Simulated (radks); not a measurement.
# Li⁺ in 2s2: an all-electron calculation

What are the levels of the lithium ion Li+, how large are its shells, and how does its energy divide?

Program: radks (a radial shooting solver on a logarithmic mesh, Libxc functionals) version 1. Level of theory: non-relativistic Kohn-Sham, PW91, spin-polarised, spherical densities, point nucleus. These are calculated values, not measurements, unless marked.

## (1) The atom as given

| Property | Result |
| --- | --- |
| element | lithium (Z = 3) |
| charge | +1 |
| electrons | 2 |
| configuration | 2s2 |

Outer shells as boxes (Hund's rule):

Li⁺
```
2s [↑↓]
```

## (2) Self-consistent calculation

Settings of this run:

```text
Z 3
configuration 2s2
relativity non-relativistic
functional pw91,pw91
spin polarised
nucleus point
```

Run with:

```console
> python run_ks.py task.json out
```

This one command runs every case of the session in turn.

Q: Predict the outcome of this run.

The runs gave:

```
                        quantity                   value
                    total energy        -1.88637 hartree
exchange-correlation share of it                 25.84 %
                            −T/E                  0.9857
          highest occupied level          2s, -16.139 eV
    most extended occupied level  2s up, <r> = 2.15 bohr
 radius at density 0.001 e/bohr³               3.70 bohr
    maxima of the radial density                       2
```

The radial density shows 2 maxima for 1 occupied principal shells. This is not the tabulated ground configuration, so its levels and sizes aren't those of the ground state, and no measured value stands beside it.
